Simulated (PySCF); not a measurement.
# TlSi: bond curves at several levels of theory

What are the lowest state that PBE0 finds, the bond length, vibrational wavenumber and bond energy of TlSi, and how much do these hang on the method?

Computed with PySCF 2.14.0. Level: Tl def2-SVPD with ECP60, Si def2-SVPD, scalar-relativistic core potentials.

## Step 1: Set-up

A driver script around PySCF takes these settings:

```yaml
atoms: Tl, Si
charge: 0
basis: Tl def2-SVPD with ECP60, Si def2-SVPD
Hamiltonian: scalar-relativistic core potentials
basis_functions: 56
electrons_treated: 35
masses_in_u: 204.9744, 27.9769
levels: PBE0, PBE, r²SCAN, B2PLYP, LDA, TPSSh, HF, MP2, SCS-MP2, CCSD, CCSD(T)
grid: 80 radial by 434 angular points
occupations: held fixed by the projection of orbital angular momentum
dissociation_limit: Tl + Si, each in its ground configuration
starting_distance_in_angstrom: 2.545
values_of_2S_to_try: 1, 3
```

The run is started by

```bash
OMP_NUM_THREADS=1 python dia.py task.json out
```

The runs that follow: PBE0 along the bond; Other states along the same grid; PBE; r²SCAN (meta-GGA); B2PLYP (double hybrid); LDA; TPSSh; UHF; Correlated methods on the Hartree–Fock reference.

What does the calculation give? Wanted: for each run, Re; ωe; De; μ.

As calculated:

Lowest PBE0 solution found, without spin–orbit coupling: ⁴Σ⁻ (quartet), unpaired electrons σ ↑, π ↑↑. State 2 has its PBE0 minimum 0.36 eV higher, as a spin-mixed determinant (⟨S²⟩ = 1.77), so this is no gap between pure states. State 3 has its PBE0 minimum 0.40 eV higher, as a spin-mixed determinant (⟨S²⟩ = 1.77), so this is no gap between pure states. State 4 has its PBE0 minimum 1.13 eV higher. The other levels ran on the lowest alone.

```csv
level,Re (Å),ωe (cm⁻¹),De (eV),μ (D)
UHF,2.780,212.9,1.36,-3.57
UHF-MP2,2.693,234.8,2.01,n/a
UHF-SCS-MP2,2.707,229.7,1.80,n/a
UHF-CCSD,2.723,225.6,1.85,n/a
UHF-CCSD(T),2.718,226.8,1.95,n/a
LDA,2.640,241.6,2.80,-1.73
PBE,2.710,222.1,2.39,-2.26
r²SCAN,2.686,229.5,2.34,-2.43
TPSSh,2.701,225.1,2.27,-2.62
PBE0,2.687,231.6,2.25,-2.52
B2PLYP,2.702,228.4,2.01,-2.70
```

De is counted to Tl + Si in their ground configurations. A positive dipole means Tl(−)Si(+).

Differences from CCSD(T) in the same basis:

```csv
level,Re (mÅ),ωe (%)
UHF,+62,-6.1
UHF-MP2,-25,+3.5
UHF-SCS-MP2,-11,+1.3
UHF-CCSD,+5,-0.5
LDA,-78,+6.5
PBE,-8,-2.0
r²SCAN,-32,+1.2
TPSSh,-17,-0.7
PBE0,-31,+2.1
B2PLYP,-16,+0.7
```

**Reading.** Judged by CCSD(T) in the same basis: best bond length UHF-CCSD (+5 mÅ), worst LDA (-78 mÅ); best wavenumber UHF-CCSD (-0.5 %), worst LDA (+6.5 %). CCSD(T) in a basis this small is itself some way from its limit, more so than the functionals. Of the levels with a De here, UHF gives the least (1.36 eV) and LDA the most (2.80 eV).

Correlated steps freeze 9 core orbitals. These are scalar-relativistic numbers at best; spin–orbit coupling would shift them, the dissociation energy most. B2PLYP dipoles, levels and charges come from its SCF part alone. With spin–orbit coupling the term label itself may not hold.
